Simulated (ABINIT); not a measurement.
# CoO: single point with PBEsol

CoO:

```
Co O
1.0
     0.00000    2.07307    2.07307
     2.07307    0.00000    2.07307
     2.07307    2.07307    0.00000
Co O
1 1
Direct
  0.00000 0.00000 0.00000
  0.50000 0.50000 0.50000
```

The cell isn't the ideal one: cell squeezed.

| Quantity | Value |
| --- | --- |
| Program | ABINIT 10.8.3 (patched build) |
| Task | single point |
| Functional | PBEsol |
| Potentials or basis | PseudoDojo NC SR PBEsol v0.4.1 standard |
| Cutoff | 849 eV |
| k mesh | 8 × 8 × 8 |
| Occupations | fermi-dirac, width 0.05 eV |
| Spin | collinear spin, ferromagnetic start |
| Starting moments | [2.0, 0.0] μB |

- Pressure: -146.2 GPa
- Band gap on the k mesh: none (metal or under the smearing width)
- Net moment: 2.80 μB per cell
- Site moments: Co +2.44; O +0.34 μB
- Valence electrons inside the program's atomic spheres: Co 15.13; O 6.28

Levels at points of the mesh, in eV from the Fermi level:
Spin up:
```
           k point  band 11  band 12  band 13  band 14  band 15  band 16
(0.00, 0.00, 0.00)    -3.23    -3.23    -3.23     1.30    16.81    18.69
(0.50, 0.00, 0.00)    -1.77     0.25     0.25     5.04     9.95    13.79
(0.50, 0.50, 0.00)    -2.26    -2.07    -2.07     6.28    10.12    11.97
```
Spin down:
| k point | band 7 | band 8 | band 9 | band 10 | band 11 | band 12 | band 13 | band 14 |
| --- | --- | --- | --- | --- | --- | --- | --- | --- |
| (0.00, 0.00, 0.00) | -3.02 | -3.02 | -1.23 | -1.23 | -1.23 | -0.26 | -0.26 | 1.81 |
| (0.50, 0.00, 0.00) | -5.34 | -5.34 | -0.17 | -0.17 | 0.25 | 2.73 | 2.73 | 5.31 |
| (0.50, 0.50, 0.00) | -4.40 | -4.40 | -2.62 | 0.18 | 0.18 | 0.26 | 0.93 | 7.00 |

It took 44 s on 1 thread of AMD EPYC 7R43 64-Core Processor (Zen 3), on a shared host, peak memory 0.07 GiB.

Caveat: the cutoff is short for stress, so the pressure is rough; Libxc's GGAs can fail where the two spin gradients oppose each other; a cell with one magnetic atom can't hold antiferromagnetic order, which such compounds often take; semilocal functionals often make such compounds metallic where correlation or magnetic order opens a gap, which also shifts bond lengths.
